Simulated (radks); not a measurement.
# Ionisation of Rb²⁹⁺: one atom, several choices of relativity

How much does the choice of relativity matter for taking an electron from Rb²⁹⁺? Both Rb²⁹⁺ ([He] 2s2 2p4) and Rb³⁰⁺ ([He] 2s2 2p3) are run for each choice.

Program: radks (a radial shooting solver on a logarithmic mesh, Libxc functionals) version 1. Level of theory: Kohn-Sham, LDA (Slater exchange, Perdew-Wang correlation), spin-unpolarised, spherical densities. These are calculated values, not measurements, unless marked.

## (1) The system

| Property | Result |
| --- | --- |
| element | rubidium (Z = 37) |
| charge | +29 |
| electrons | 8 |
| configuration | [He] 2s2 2p4 |
| ion | Rb³⁰⁺, [He] 2s2 2p3 |
| choices | non-relativistic; scalar-relativistic; Dirac, 2j+1 shares; Dirac, low j first; scalar-relativistic, finite nucleus; Dirac, 2j+1 shares, finite nucleus; Dirac, c × 10; Dirac, c × 1.25; Dirac, c × 3 |

## (2) non-relativistic: Rb²⁹⁺

Input:

```text
Z 37
configuration [He] 2s2 2p4
relativity non-relativistic
functional lda,pw
spin unpolarised
nucleus point
```

## (3) non-relativistic: Rb³⁰⁺

Input:

```text
Z 37
configuration [He] 2s2 2p3
relativity non-relativistic
functional lda,pw
spin unpolarised
nucleus point
```

## (4) scalar-relativistic: Rb²⁹⁺

Input:

```text
Z 37
configuration [He] 2s2 2p4
relativity scalar-relativistic
functional lda,pw
spin unpolarised
nucleus point
c 137.035999084
```

## (5) scalar-relativistic: Rb³⁰⁺

Input:

```text
Z 37
configuration [He] 2s2 2p3
relativity scalar-relativistic
functional lda,pw
spin unpolarised
nucleus point
c 137.035999084
```

## (6) Dirac, 2j+1 shares: Rb²⁹⁺

Input:

```text
Z 37
configuration [He] 2s2 2p4
relativity Dirac
functional lda,pw
spin unpolarised
j_filling average
nucleus point
c 137.035999084
```

## (7) Dirac, 2j+1 shares: Rb³⁰⁺

Changes since step 6:

```diff
@@ -1,3 +1,3 @@
 Z 37
-configuration [He] 2s2 2p4
+configuration [He] 2s2 2p3
 relativity Dirac
```

## (8) Dirac, low j first: Rb²⁹⁺

Input:

```text
Z 37
configuration [He] 2s2 2p4
relativity Dirac
functional lda,pw
spin unpolarised
j_filling energy
nucleus point
c 137.035999084
```

## (9) Dirac, low j first: Rb³⁰⁺

Changes since step 8:

```diff
@@ -1,3 +1,3 @@
 Z 37
-configuration [He] 2s2 2p4
+configuration [He] 2s2 2p3
 relativity Dirac
```

## (10) scalar-relativistic, finite nucleus: Rb²⁹⁺

Input:

```text
Z 37
configuration [He] 2s2 2p4
relativity scalar-relativistic
functional lda,pw
spin unpolarised
nucleus finite rms 4.2036 fm
c 137.035999084
```

## (11) scalar-relativistic, finite nucleus: Rb³⁰⁺

Changes since step 10:

```diff
@@ -1,3 +1,3 @@
 Z 37
-configuration [He] 2s2 2p4
+configuration [He] 2s2 2p3
 relativity scalar-relativistic
```

## (12) Dirac, 2j+1 shares, finite nucleus: Rb²⁹⁺

Input:

```text
Z 37
configuration [He] 2s2 2p4
relativity Dirac
functional lda,pw
spin unpolarised
j_filling average
nucleus finite rms 4.2036 fm
c 137.035999084
```

## (13) Dirac, 2j+1 shares, finite nucleus: Rb³⁰⁺

Changes since step 12:

```diff
@@ -1,3 +1,3 @@
 Z 37
-configuration [He] 2s2 2p4
+configuration [He] 2s2 2p3
 relativity Dirac
```

## (14) Dirac, c × 10: Rb²⁹⁺

Input:

```text
Z 37
configuration [He] 2s2 2p4
relativity Dirac
functional lda,pw
spin unpolarised
j_filling average
nucleus point
c 1370.35999
```

## (15) Dirac, c × 10: Rb³⁰⁺

Changes since step 14:

```diff
@@ -1,3 +1,3 @@
 Z 37
-configuration [He] 2s2 2p4
+configuration [He] 2s2 2p3
 relativity Dirac
```

## (16) Dirac, c × 1.25: Rb²⁹⁺

Input:

```text
Z 37
configuration [He] 2s2 2p4
relativity Dirac
functional lda,pw
spin unpolarised
j_filling average
nucleus point
c 171.295
```

## (17) Dirac, c × 1.25: Rb³⁰⁺

Changes since step 16:

```diff
@@ -1,3 +1,3 @@
 Z 37
-configuration [He] 2s2 2p4
+configuration [He] 2s2 2p3
 relativity Dirac
```

## (18) Dirac, c × 3: Rb²⁹⁺

Input:

```text
Z 37
configuration [He] 2s2 2p4
relativity Dirac
functional lda,pw
spin unpolarised
j_filling average
nucleus point
c 411.108
```

## (19) Dirac, c × 3: Rb³⁰⁺

Changes since step 18:

```diff
@@ -1,3 +1,3 @@
 Z 37
-configuration [He] 2s2 2p4
+configuration [He] 2s2 2p3
 relativity Dirac
```

**Question.** What will these runs give? Wanted: for each run, relativity; E(Rb²⁹⁺); Δ-SCF; −ε(HOMO); <r> HOMO; error.

As calculated:

| relativity | E(Rb²⁹⁺) (hartree) | Δ-SCF (eV) | −ε(HOMO) (eV) | <r> HOMO (bohr) | error (eV) |
| --- | --- | --- | --- | --- | --- |
| non-relativistic | -2189.88679 | 3433.7 | 3356.8 | 0.1496 | -9.25 |
| scalar-relativistic | -2226.71705 | 3462.0 | 3384.6 | 0.1478 | +18.97 |
| Dirac, 2j+1 shares | -2226.87192 | 3463.0 | 3362.6 | 0.1489 | +19.96 |
| Dirac, low j first | -2228.51482 | 3438.7 | 3361.4 | 0.1489 | -4.28 |
| scalar-relativistic, finite nucleus | -2226.68993 | 3462.0 | 3384.7 | 0.1478 | +18.98 |
| Dirac, 2j+1 shares, finite nucleus | -2226.84478 | 3463.0 | 3362.6 | 0.1489 | +19.96 |
| Dirac, c × 10 | -2190.24353 | 3434.0 | 3356.9 | 0.1496 | -8.97 |
| Dirac, c × 1.25 | -2213.24310 | 3452.2 | 3360.6 | 0.1491 | +9.24 |
| Dirac, c × 3 | -2193.86484 | 3436.9 | 3357.5 | 0.1495 | -6.09 |

What this shows: The NIST Atomic Spectra Database lists 3443 +/- 8 eV (semi-empirical). Nearest is Dirac, low j first (-4.28 eV off), farthest Dirac, 2j+1 shares, finite nucleus (+19.96 eV). Runs with a scaled speed of light are not ranked. The ionisation energies span 29.21 eV, the total energies of Rb²⁹⁺ 1051 eV (scaled speeds of light included): most of the change in the total cancels in the difference. From the non-relativistic level to Dirac, 2j+1 shares, finite nucleus the 1s level goes from -16484.4 to -16784.7 eV and the ionisation energy moves by +29.21 eV. Levels marked c × scale the speed of light and are no model of nature. Spin polarisation and multiplet splitting of open shells are left out at every level.
